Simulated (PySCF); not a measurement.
# [OsO3(H2O)2]2+: other spin states and a change of charge

How does [OsO3(H2O)2]2+ respond at fixed geometry? The runs cover other spin states and a change of charge. The structure is generated, not taken from experiment.

Method: BP86, Os def2-SVP with ECP60, O def2-SVP, H def2-SVP; scalar-relativistic core potentials, no spin–orbit coupling; program: PySCF 2.14.0.

3 further runs of the same task are left out: 2 for a known fault of the program, 1 that didn't finish.

**1. Where the work starts**

10 atoms, charge 2, spin multiplicity 1.

Bond lengths: Os1–O2 1.708 Å, Os1–O3 1.716 Å, Os1–O4 1.718 Å, Os1–O5 2.069 Å, Os1–O8 2.069 Å, O5–H6 0.997 Å, O5–H7 0.997 Å, O8–H9 0.997 Å, O8–H10 0.997 Å. Angles: O2–Os1–O3 117.3°, O2–Os1–O4 118.3°, O2–Os1–O5 93.7°, O2–Os1–O8 93.7°, O3–Os1–O4 124.4°, O3–Os1–O5 88.6°, O3–Os1–O8 88.6°, O4–Os1–O5 87.9°, O4–Os1–O8 87.9°, O5–Os1–O8 172.5°, Os1–O5–H6 123.7°, Os1–O5–H7 124.0°, H6–O5–H7 110.9°, Os1–O8–H9 124.0°, Os1–O8–H10 123.7°, H9–O8–H10 110.9°.

Coordinates:

```xyz
10

Os    0.0284    0.0000    0.0334
O    -0.7723    0.0000    1.5426
O    -0.9502    0.0000   -1.3767
O     1.7460    0.0000    0.0241
O     0.1031    2.0649   -0.0793
H     0.8375    2.6136    0.3119
H    -0.6728    2.6381   -0.3309
O     0.1031   -2.0649   -0.0793
H    -0.6728   -2.6381   -0.3309
H     0.8375   -2.6136    0.3119
```

Formal oxidation states: Os +8. An earlier session relaxed this geometry at BP86, Os def2-SVP with ECP60, O def2-SVP, H def2-SVP (singlet, point group Cs).

Its energy there is -468.302569 Eh.

**2. Multiplicity 3 at the relaxed geometry**

Contents of run.py (the lines that set the calculation):

```python
mol = gto.M(atom='''
Os     0.02835     0.00000     0.03343
O     -0.77232     0.00000     1.54262
O     -0.95016     0.00000    -1.37669
O      1.74604     0.00000     0.02406
O      0.10310     2.06492    -0.07928
H      0.83753     2.61364     0.31193
H     -0.67281     2.63807    -0.33092
O      0.10310    -2.06492    -0.07928
H     -0.67281    -2.63807    -0.33092
H      0.83753    -2.61364     0.31193''',
    basis={'Os': 'def2-SVP', 'O': 'def2-SVP', 'H': 'def2-SVP'},
    ecp={'Os': 'def2-SVP'},
    charge=2, spin=2)
mf = dft.UKS(mol, xc='B88,P86')
mf.grids.atom_grid = (50, 194)
mf = mf.density_fit()  # fitting sets: Os def2-universal-JKFIT, O def2-universal-JKFIT, H def2-universal-JKFIT
mf.conv_tol = 1e-08; mf.max_cycle = 55
mf.kernel(dm0)  # dm0: free metal ions and neutral atoms
```

The run is started by

```sh
> OMP_NUM_THREADS=2 python run.py
```

The program printed:

```text
init E= -468.035081149827
cycle= 1 E= -467.594143404223  delta_E= 0.441  |g|= 1.15  |ddm|= 2.78
  HOMO = -0.447857475875  LUMO = -0.445861489387  gap/eV = 0.05431
cycle= 2 E= -459.453420743105  delta_E= 8.14  |g|= 3.63  |ddm|= 4.52
  HOMO = -0.545842773227  LUMO = -0.539073655463  gap/eV = 0.18420
cycle= 3 E= -465.815868382006  delta_E= -6.36  |g|= 2.14  |ddm|= 4.53
cycle= 4 E= -467.688753372052  delta_E= -1.87  |g|= 1.04  |ddm|= 2.15
cycle= 5 E= -467.63164111026  delta_E= 0.0571  |g|= 1.15  |ddm|=  1.9
cycle= 6 E= -467.618154635794  delta_E= 0.0135  |g|= 1.16  |ddm|= 0.972
cycle= 7 E= -467.78741798181  delta_E= -0.169  |g|= 0.971  |ddm|= 1.21
cycle= 8 E= -468.004107303377  delta_E= -0.217  |g|= 0.679  |ddm|= 0.483
cycle= 9 E= -468.140826994213  delta_E= -0.137  |g|= 0.397  |ddm|= 1.43
cycle= 10 E= -468.007691617309  delta_E= 0.133  |g|= 0.662  |ddm|= 1.26
cycle= 11 E= -468.092746318648  delta_E= -0.0851  |g|= 0.492  |ddm|= 0.942
cycle= 12 E= -468.099602525153  delta_E= -0.00686  |g|= 0.476  |ddm|= 0.0885
cycle= 13 E= -468.193634199165  delta_E= -0.094  |g|= 0.201  |ddm|= 1.42
cycle= 14 E= -468.211291764757  delta_E= -0.0177  |g|= 0.102  |ddm|= 0.531
cycle= 15 E= -468.2036027911  delta_E= 0.00769  |g|= 0.174  |ddm|= 0.195
cycle= 16 E= -468.202005489896  delta_E= 0.0016  |g|= 0.185  |ddm|= 0.068
cycle= 17 E= -468.200860443171  delta_E= 0.00115  |g|= 0.191  |ddm|= 0.057
cycle= 18 E= -468.200057120911  delta_E= 0.000803  |g|= 0.197  |ddm|= 0.055
cycle= 19 E= -468.206723720356  delta_E= -0.00667  |g|= 0.153  |ddm|= 0.0701
...
cycle= 45 E= -468.218672316722  delta_E= -1.83e-07  |g|= 0.000468  |ddm|= 0.000341
  HOMO = -0.646810954015  LUMO = -0.619690332805  gap/eV = 0.73799
cycle= 46 E= -468.218672371152  delta_E= -5.44e-08  |g|= 0.000341  |ddm|= 0.00023
  HOMO = -0.646808007566  LUMO = -0.619691544715  gap/eV = 0.73788
cycle= 47 E= -468.218672416155  delta_E= -4.5e-08  |g|= 0.000172  |ddm|= 0.000214
  HOMO = -0.646808377159  LUMO = -0.619689281358  gap/eV = 0.73795
cycle= 48 E= -468.218672416678  delta_E= -5.23e-10  |g|= 0.000201  |ddm|= 0.00018
  HOMO = -0.646809392162  LUMO = -0.619690969725  gap/eV = 0.73793
cycle= 49 E= -468.218672425083  delta_E= -8.4e-09  |g|= 0.000172  |ddm|= 0.000146
  HOMO = -0.646808697216  LUMO = -0.619690821316  gap/eV = 0.73791
cycle= 50 E= -468.218672433315  delta_E= -8.23e-09  |g|= 0.000133  |ddm|= 0.000128
  HOMO = -0.646809121761  LUMO = -0.619690989718  gap/eV = 0.73792
cycle= 51 E= -468.2186724388  delta_E= -5.48e-09  |g|= 0.000106  |ddm|= 0.000118
  HOMO = -0.646808657065  LUMO = -0.61969105426  gap/eV = 0.73791
cycle= 52 E= -468.218672443295  delta_E= -4.49e-09  |g|= 7.8e-05  |ddm|= 0.000108
Extra cycle  E= -468.218671839563  delta_E= 6.04e-07  |g|= 0.0012  |ddm|= 0.0018
SCF not converged.
macro= 0  E= -468.218672467466  delta_E= -6.27903e-07  |g|= 6.80089e-05  2 KF 7 JK
macro= 1  E= -468.218672430637  delta_E= 3.6829e-08  |g|= 6.80089e-05  1 KF 5 JK
macro= 2  E= -468.218672430638  delta_E= -5.68434e-13  |g|= 3.65455e-05  1 KF 2 JK
macro X = 3  E=-468.218672430638  |g|= 3.65455e-05  total 5 KF 18 JK
converged SCF energy = -468.218672430638  <S^2> = 2.0432317  2S+1 = 3.028684
```

Wall time 75 s (2 threads of Arm Neoverse V1, shared host).

Read off: E = -468.218672 Eh (+2.283 eV from the relaxed state), HOMO -17.60 eV, LUMO -19.58 eV (over both spins), ⟨S²⟩ = 2.043, Mulliken charge on Os1 +1.21 e. An empty level of one spin lies below a filled level of the other.

**3. One electron removed, multiplicity 2**

run.py (the lines that set the calculation), as its differences from that of step 2:

```diff
@@ -13,3 +13,3 @@
     ecp={'Os': 'def2-SVP'},
-    charge=2, spin=2)
+    charge=3, spin=1)
 mf = dft.UKS(mol, xc='B88,P86')
@@ -18,2 +18,2 @@
 mf.conv_tol = 1e-08; mf.max_cycle = 55
-mf.kernel(dm0)  # dm0: free metal ions and neutral atoms
+mf.kernel(dm0)  # dm0: the density of the relaxed state
```

The run is started by

```sh
> OMP_NUM_THREADS=2 python run.py
```

The program printed:

```text
init E= -468.30525940324
  HOMO = -0.731869268376  LUMO = -0.729744899449  gap/eV = 0.05781
cycle= 1 E= -467.387145854302  delta_E= 0.918  |g|= 0.325  |ddm|= 0.67
  HOMO = -0.969402887477  LUMO = -0.966999722474  gap/eV = 0.06539
cycle= 2 E= -464.68024762221  delta_E= 2.71  |g|= 2.02  |ddm|= 2.13
  HOMO = -1.01597360995  LUMO = -1.00880286374  gap/eV = 0.19513
cycle= 3 E= -467.257479610123  delta_E= -2.58  |g|= 0.68  |ddm|= 2.08
  HOMO = -0.994035296251  LUMO = -0.979958277985  gap/eV = 0.38306
cycle= 4 E= -467.026254419782  delta_E= 0.231  |g|= 0.995  |ddm|= 1.14
  HOMO = -0.986660644086  LUMO = -0.981408234484  gap/eV = 0.14293
cycle= 5 E= -467.368240544475  delta_E= -0.342  |g|= 0.345  |ddm|= 1.05
  HOMO = -0.979407033674  LUMO = -0.97244987576  gap/eV = 0.18931
cycle= 6 E= -467.272135638978  delta_E= 0.0961  |g|= 0.624  |ddm|= 0.996
cycle= 7 E= -467.393454144217  delta_E= -0.121  |g|= 0.278  |ddm|= 0.987
cycle= 8 E= -467.407590083873  delta_E= -0.0141  |g|= 0.302  |ddm|= 0.978
cycle= 9 E= -467.441308229774  delta_E= -0.0337  |g|= 0.115  |ddm|= 0.543
  HOMO = -0.976304267147  LUMO = -0.974915169154  gap/eV = 0.03780
cycle= 10 E= -467.422284077385  delta_E= 0.019  |g|= 0.233  |ddm|= 0.476
  HOMO = -0.976171387358  LUMO = -0.97330382244  gap/eV = 0.07803
cycle= 11 E= -467.404672416375  delta_E= 0.0176  |g|= 0.269  |ddm|= 0.722
  HOMO = -0.975111431672  LUMO = -0.972919567613  gap/eV = 0.05964
cycle= 12 E= -467.442370520136  delta_E= -0.0377  |g|= 0.0997  |ddm|= 0.581
...
cycle= 47 E= -467.447223762603  delta_E= -2.57e-06  |g|= 0.00203  |ddm|= 0.00223
  HOMO = -0.973996277989  LUMO = -0.873802993192  gap/eV = 2.72640
cycle= 48 E= -467.447224822819  delta_E= -1.06e-06  |g|= 0.0018  |ddm|= 0.00186
  HOMO = -0.973984376348  LUMO = -0.873798110769  gap/eV = 2.72621
cycle= 49 E= -467.447222439877  delta_E= 2.38e-06  |g|= 0.00335  |ddm|= 0.00226
  HOMO = -0.973990001291  LUMO = -0.873789084688  gap/eV = 2.72661
cycle= 50 E= -467.447225214395  delta_E= -2.77e-06  |g|= 0.00243  |ddm|= 0.00222
  HOMO = -0.974001249663  LUMO = -0.873783927161  gap/eV = 2.72705
cycle= 51 E= -467.447227102328  delta_E= -1.89e-06  |g|= 0.00191  |ddm|= 0.00404
  HOMO = -0.973997108598  LUMO = -0.8737939605  gap/eV = 2.72667
cycle= 52 E= -467.447227396481  delta_E= -2.94e-07  |g|= 0.00189  |ddm|= 0.00162
  HOMO = -0.974001908958  LUMO = -0.873792531415  gap/eV = 2.72684
cycle= 53 E= -467.447227559241  delta_E= -1.63e-07  |g|= 0.00201  |ddm|= 0.00148
  HOMO = -0.973990664646  LUMO = -0.873785599179  gap/eV = 2.72672
cycle= 54 E= -467.447228801826  delta_E= -1.24e-06  |g|= 0.0013  |ddm|= 0.00119
  HOMO = -0.973997741527  LUMO = -0.873789879993  gap/eV = 2.72679
cycle= 55 E= -467.447229181997  delta_E= -3.8e-07  |g|= 0.00121  |ddm|= 0.00119
SCF not converged.
macro= 0  E= -467.447231481679  delta_E= -2.29968e-06  |g|= 0.000213124  2 KF 13 JK
macro= 1  E= -467.44723148168  delta_E= -1.93268e-12  |g|= 1.90903e-05  1 KF 2 JK
macro X = 2  E=-467.44723148168  |g|= 1.90903e-05  total 4 KF 18 JK
converged SCF energy = -467.44723148168  <S^2> = 0.75939423  2S+1 = 2.0093723
```

Run time: 84 s. Hardware: 2 threads of Arm Neoverse V1, shared host.

Read off: E = -467.447231 Eh (+23.275 eV from the relaxed state), HOMO -26.50 eV, LUMO -26.50 eV (over both spins), ⟨S²⟩ = 0.759, Mulliken charge on Os1 +1.42 e. 

**4. One electron added, multiplicity 2**

run.py (the lines that set the calculation), as its differences from that of step 3:

```diff
@@ -13,3 +13,3 @@
     ecp={'Os': 'def2-SVP'},
-    charge=3, spin=1)
+    charge=1, spin=1)
 mf = dft.UKS(mol, xc='B88,P86')
```

The run is started by

```sh
> OMP_NUM_THREADS=2 python run.py
```

The program printed:

```text
init E= -468.305080098552
  HOMO = -0.641504996353  LUMO = -0.635148676485  gap/eV = 0.17296
cycle= 1 E= -468.748614641434  delta_E= -0.444  |g|= 0.35  |ddm|= 0.969
  HOMO = -0.295853389729  LUMO = -0.282198637476  gap/eV = 0.37156
cycle= 2 E= -468.254062603375  delta_E= 0.495  |g|= 1.08  |ddm|=  1.7
  HOMO = -0.333366165401  LUMO = -0.30498098072  gap/eV = 0.77240
cycle= 3 E= -468.670119522085  delta_E= -0.416  |g|= 0.561  |ddm|= 1.65
  HOMO = -0.370035507559  LUMO = -0.355993164085  gap/eV = 0.38211
cycle= 4 E= -468.75980340569  delta_E= -0.0897  |g|= 0.334  |ddm|= 1.39
  HOMO = -0.374899438489  LUMO = -0.356527461734  gap/eV = 0.49993
cycle= 5 E= -468.757792587004  delta_E= 0.00201  |g|= 0.343  |ddm|= 1.32
  HOMO = -0.37597958599  LUMO = -0.352178583427  gap/eV = 0.64766
cycle= 6 E= -468.770843323571  delta_E= -0.0131  |g|= 0.294  |ddm|= 1.32
  HOMO = -0.375934275383  LUMO = -0.354729266778  gap/eV = 0.57702
cycle= 7 E= -468.798176871686  delta_E= -0.0273  |g|= 0.158  |ddm|=  0.8
  HOMO = -0.377553735808  LUMO = -0.360700324339  gap/eV = 0.45860
cycle= 8 E= -468.774935408912  delta_E= 0.0232  |g|= 0.265  |ddm|= 1.39
  HOMO = -0.376700216447  LUMO = -0.357673161563  gap/eV = 0.51775
cycle= 9 E= -468.787707902769  delta_E= -0.0128  |g|= 0.215  |ddm|= 0.451
  HOMO = -0.376670190046  LUMO = -0.35752436595  gap/eV = 0.52098
cycle= 10 E= -468.782427094569  delta_E= 0.00528  |g|= 0.234  |ddm|= 0.455
  HOMO = -0.376403511761  LUMO = -0.35488503168  gap/eV = 0.58555
...
cycle= 48 E= -468.810241871011  delta_E= -2.09e-05  |g|= 0.00194  |ddm|= 0.0058
  HOMO = -0.376442042361  LUMO = -0.266675962794  gap/eV = 2.98689
cycle= 49 E= -468.810239323903  delta_E= 2.55e-06  |g|= 0.00372  |ddm|= 0.00521
  HOMO = -0.376442510945  LUMO = -0.266667337961  gap/eV = 2.98713
cycle= 50 E= -468.810243489134  delta_E= -4.17e-06  |g|= 0.00302  |ddm|= 0.00434
  HOMO = -0.376471331897  LUMO = -0.266672423545  gap/eV = 2.98778
cycle= 51 E= -468.810238421234  delta_E= 5.07e-06  |g|= 0.0049  |ddm|= 0.00521
  HOMO = -0.376476982485  LUMO = -0.266664848155  gap/eV = 2.98814
cycle= 52 E= -468.810233085659  delta_E= 5.34e-06  |g|= 0.00625  |ddm|= 0.00492
  HOMO = -0.376460876189  LUMO = -0.266657341229  gap/eV = 2.98791
cycle= 53 E= -468.810242327633  delta_E= -9.24e-06  |g|= 0.00471  |ddm|= 0.00412
  HOMO = -0.376493829949  LUMO = -0.266660981295  gap/eV = 2.98870
cycle= 54 E= -468.810232407722  delta_E= 9.92e-06  |g|= 0.00689  |ddm|= 0.00501
  HOMO = -0.37648028336  LUMO = -0.266654027349  gap/eV = 2.98852
cycle= 55 E= -468.810243362543  delta_E= -1.1e-05  |g|= 0.00519  |ddm|= 0.00391
SCF not converged.
  HOMO = -0.376932225904  LUMO = -0.36667262719  gap/eV = 0.27918
macro= 0  E= -468.810276279862  delta_E= -3.29173e-05  |g|= 0.00518911  2 KF 8 JK
macro= 1  E= -468.810281336057  delta_E= -5.05619e-06  |g|= 0.000372489  2 KF 10 JK
macro= 2  E= -468.810281336183  delta_E= -1.26192e-10  |g|= 2.89853e-05  1 KF 2 JK
macro X = 3  E=-468.810281336183  |g|= 2.89853e-05  total 6 KF 24 JK
converged SCF energy = -468.810281336183  <S^2> = 0.77697417  2S+1 = 2.0267947
```

It took 73 s on 2 threads of Arm Neoverse V1, shared host.

Result: E = -468.810281 Eh (-13.816 eV from the relaxed state), HOMO -10.25 eV, LUMO -10.18 eV (over both spins), ⟨S²⟩ = 0.777, Mulliken charge on Os1 +1.03 e. 

**5. Results**

| state | energy from the relaxed state (eV) | ⟨S²⟩ | time |
| --- | --- | --- | --- |
| charge +2, singlet, vacuum (relaxed) | 0 | 0.00 |  |
| charge +1, doublet, vacuum | -13.82 | 0.78 | 73 s |
| charge +2, triplet, vacuum | 2.28 | 2.04 | 75 s |
| charge +3, doublet, vacuum | 23.27 | 0.76 | 84 s |

An electron taken off or put on is at rest in vacuum. 

Removing an electron vertically costs 23.27 eV (doublet), against −HOMO = 19.95 eV. Adding an electron vertically releases 13.82 eV (doublet). The triplet lies 2.28 eV above at this geometry. The bases are small and lack diffuse functions. Spin–orbit coupling is left out.
